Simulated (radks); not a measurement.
# Te³⁺ in [Kr] 4d10 5s2 6s1: an all-electron calculation

What are the levels of the tellurium ion Te3+, how large are its shells, and how does its energy divide?

Method: scalar-relativistic Kohn-Sham, r2SCAN, spin-unpolarised, spherical densities, finite nucleus. Code: radks (a radial shooting solver on a logarithmic mesh, Libxc functionals) version 1.

## Step 1: The system

| Item | Value |
| --- | --- |
| element | tellurium (Z = 52) |
| charge | +3 |
| electrons | 49 |
| configuration | [Kr] 4d10 5s2 6s1 |
| nuclear rms radius | 4.7423 fm |

Outer shells as boxes (Hund's rule):

Te³⁺
```
[Kr] core
4d [↑↓][↑↓][↑↓][↑↓][↑↓]
5s [↑↓]
6s [↑ ]
```

## Step 2: Self-consistent calculation

Input:

```text
Z 52
configuration [Kr] 4d10 5s2 6s1 5p0 5d0 7s0
relativity scalar-relativistic
functional r2scan,r2scan
spin unpolarised
nucleus finite rms 4.7423 fm
c 137.035999084
```

On the command line:

```bash
$ python run_ks.py task.json out
```

All runs below come from this command, one after another.

What does the calculation give?

The runs gave:

```
                        quantity                value
                    total energy  -6792.59413 hartree
exchange-correlation share of it               2.58 %
                            −T/E               1.0478
          highest occupied level       6s, -18.670 eV
    most extended occupied level  6s, <r> = 4.03 bohr
 radius at density 0.001 e/bohr³            4.73 bohr
    maxima of the radial density                    4
```

The radial density shows 4 maxima for 6 occupied principal shells; where shells overlap, one shows as a shoulder or not at all. −T/E is 1.048: with relativity the kinetic term as defined here no longer equals −E. This is not the tabulated ground configuration, so its levels and sizes aren't those of the ground state, and no measured value stands beside it.
